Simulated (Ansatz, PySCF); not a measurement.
## Lu(BH4)3 in two programs

Lu(BH4)3 (singlet in the valence; each metal's 4f electrons, 14 of them, lie in its core potential, out of spins and levels), relaxed with PySCF 2.14.0, RKS BP86, Lu lcecp-1-SVP with ECP60, B def2-SVP, H def2-SVP; non-relativistic Hamiltonian with scalar-relativistic core potentials where named; density fitting; no spin-orbit coupling:

```xyz
16

Lu    0.0000    0.0000    0.0000
B     2.3947    0.0186    0.0000
H     3.6048   -0.0264    0.0000
H     1.8827   -0.5647    1.0057
H     1.8827   -0.5647   -1.0057
H     1.9271    1.1828    0.0000
B    -1.2135    2.0646    0.0000
H    -1.7796    3.1351    0.0000
H    -0.4523    1.9128    1.0057
H    -0.4523    1.9128   -1.0057
H    -1.9879    1.0775    0.0000
B    -1.1812   -2.0832    0.0000
H    -1.8253   -3.1087    0.0000
H    -1.4304   -1.3482    1.0057
H    -1.4304   -1.3482   -1.0057
H     0.0608   -2.2603    0.0000
```

There the HOMO–LUMO gap is 4.77 eV. The 4f levels lie in the core potential and are missing.

The same geometry by Ansatz 0.2.0 (PBE, PAW with the 4f shell of lanthanides and the 5f shell of actinides in the valence, a periodic box with 9 Å of vacuum):

```
spin-orbit coupling  gap (eV)  largest force component (eV/Å)
            without      4.58                            0.37
```

Q: What does the run with spin-orbit coupling give?

A: gap (eV): 4.56, largest force component (eV/Å): 0.37. It took 20 s on 4 threads of Arm Neoverse V2, with other jobs on the host, peak memory 3.4 GiB.

The spin-orbit runs use fully relativistic datasets of their own, so changes of a few hundredths of an eV needn't come from the coupling.

An lcecp potential fixes the number of 4f electrons, so in runs with it no electron can move into or out of that shell.

The two programs differ in functional, so their gaps don't test each other.
